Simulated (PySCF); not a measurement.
# [OsOCl4]2+: other functionals and bases at one geometry

An exercise on one series of results from a longer session: the logs are not shown, and one member is left open.

The runs use PySCF 2.14.0; several levels, as the steps say, no spin–orbit coupling.

2 further runs of the same task are left out: 2 for a known fault of the program. Runs told in other sessions of the task aren't counted.

## Where the work starts

6 atoms, charge 2, spin multiplicity 1.

Bond lengths: Os1–O2 1.636 Å, Os1–Cl3 2.359 Å, Os1–Cl4 2.213 Å, Os1–Cl5 2.213 Å, Os1–Cl6 2.180 Å. Angles: O2–Os1–Cl3 115.0°, O2–Os1–Cl4 101.9°, O2–Os1–Cl5 101.9°, O2–Os1–Cl6 112.3°, Cl3–Os1–Cl4 73.2°, Cl3–Os1–Cl5 73.2°, Cl3–Os1–Cl6 132.7°, Cl4–Os1–Cl5 144.7°, Cl4–Os1–Cl6 97.3°, Cl5–Os1–Cl6 97.3°.

Geometry (Å):

```
Os   -0.0090   -0.0154    0.2937
O     0.4218    0.7308    1.6840
Cl    0.6381    1.1036   -1.6793
Cl    1.9060   -0.9161   -0.3528
Cl   -1.7455    1.1936   -0.3538
Cl   -1.0847   -1.8772    0.6524
```

Formal oxidation states: Os +8. An earlier session relaxed this geometry at PBE0, Os def2-SVP with ECP60, O def2-SVP, Cl def2-SVP (singlet, point group Cs).

At PBE0 on the finer grid: E = -2004.493723 Eh, HOMO -19.71 eV, LUMO -17.78 eV, Mulliken charge on Os1 +0.88 e, largest force component 0.010 eV/Å. The gap is small, and the closed shell wasn't tested for a lower spin-broken solution.

Levels to run: CAM-B3LYP; r2SCAN; BP86; TPSS; PBE0, TZVP; PBE0, x2c-SVP. Hardware: 2 threads of Arm Neoverse V1, shared host.

The first run:

File run.py (the lines that set the calculation):

```python
mol = gto.M(atom='''
Os    -0.00898    -0.01541     0.29369
O      0.42177     0.73078     1.68397
Cl     0.63807     1.10361    -1.67932
Cl     1.90601    -0.91612    -0.35281
Cl    -1.74552     1.19359    -0.35378
Cl    -1.08472    -1.87715     0.65244''',
    basis={'Os': 'def2-SVP', 'O': 'def2-SVP', 'Cl': 'def2-SVP'},
    ecp={'Os': 'def2-SVP'},
    charge=2, spin=0)
mf = dft.RKS(mol, xc='CAMB3LYP')
mf.grids.atom_grid = (75, 302)
mf = mf.density_fit()  # fitting sets: Os def2-universal-JKFIT, O def2-universal-JKFIT, Cl def2-universal-JKFIT
mf.conv_tol = 1e-08; mf.max_cycle = 55
mf.kernel(dm0)  # dm0: the density of the relaxed state
```

Run with:

```console
$ OMP_NUM_THREADS=2 python run.py
```

Among the steps run: CAM-B3LYP; r2SCAN; BP86; TPSS; PBE0, TZVP; PBE0, x2c-SVP.

One table of the session follows, with a row left open; its other results are not shown here.

```
              level  HOMO (eV)  gap (eV)  charge on Os1 (e)  dipole (D)  largest force component (eV/Å)
PBE0 (relaxed here)     -19.71      1.93               0.88        1.50                            0.01
          CAM-B3LYP     -20.84      3.89               0.88        1.47                            0.30
             r2SCAN          ?         ?                  ?           ?                               ?
               BP86     -18.54      0.55               0.78        1.55                            2.09
               TPSS     -18.61      0.58               0.88        1.46                            1.88
         PBE0, TZVP     -19.35      1.95               1.18        1.57                            0.59
      PBE0, x2c-SVP     -19.79      1.90               0.48        1.66                            0.56
```

Estimate the missing values for r2SCAN.

As computed: HOMO (eV): -18.84; gap (eV): 0.61; charge on Os1 (e): 0.93; dipole (D): 1.49; largest force component (eV/Å): 1.16. In the column «HOMO (eV)» it lies between PBE0, TZVP (-19.35) and TPSS (-18.61).

The dipole of a charged species depends on the origin, so these sizes hold for this origin alone.

In one basis the HOMO–LUMO gap runs from 0.55 eV (BP86) to 3.89 eV (CAM-B3LYP). The largest leftover force, 2.09 eV/Å with BP86, stands at a geometry relaxed at another level. Total energies of different levels can't be compared.
